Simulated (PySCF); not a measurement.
# C2H9AsSi: the cost of one run

The runs use PySCF 2.14.0, with density-fitted response routines of our own; the level of theory stands in each step. All values are computed, except where a source is named. Atoms are numbered from 0 throughout.

## Step 1: The molecule as given

13 atoms, charge 0, multiplicity 1; geometry from: GFN2-xTB. The atoms were then displaced at random by about 0.01 Å, so the start is not that level's minimum.

Bonds of the start (Å): C0–C1 1.49, C1–As2 1.98, As2–Si3 2.36, C0–H4 1.09, C0–H5 1.10, C0–H6 1.11, C1–H7 1.07, C1–H8 1.08, As2–H9 1.52, Si3–H10 1.47, Si3–H11 1.46, Si3–H12 1.41.

## Step 2: Relaxing the molecule at PBE0-D3(BJ)/def2-SVP

What the job is given:

```
{"job": {"xc": "PBE0", "basis": "def2-SVP", "d3": "d3bj", "grid": 1, "shake": 0.01, "kind": "geom"}, "charge": 0, "multiplicity": 1}
C     -1.643700     0.184370    -0.642190
C     -0.946590    -0.812080     0.223800
As     0.240080     0.090750     1.531340
Si     1.978810     0.679990     0.044510
H     -0.951990     0.778170    -1.246720
H     -2.360140    -0.274600    -1.333890
H     -2.224040     0.905220    -0.029340
H     -1.659690    -1.396710     0.774040
H     -0.369390    -1.492160    -0.379620
H      0.962210    -1.188000     1.936100
H      1.629620     1.963440    -0.582780
H      2.146430    -0.293890    -1.031640
H      3.204210     0.838630     0.726070
```

The run is started by

```
OMP_NUM_THREADS=1 python probes_run.py task.json out
```

The driver reads the jobs from task.json and runs them one after another.

Q: Estimate the wall time and peak memory of this first job on 1 thread of Arm Neoverse N1, shared host.

About 42 s, with a peak of 0.52 GiB.
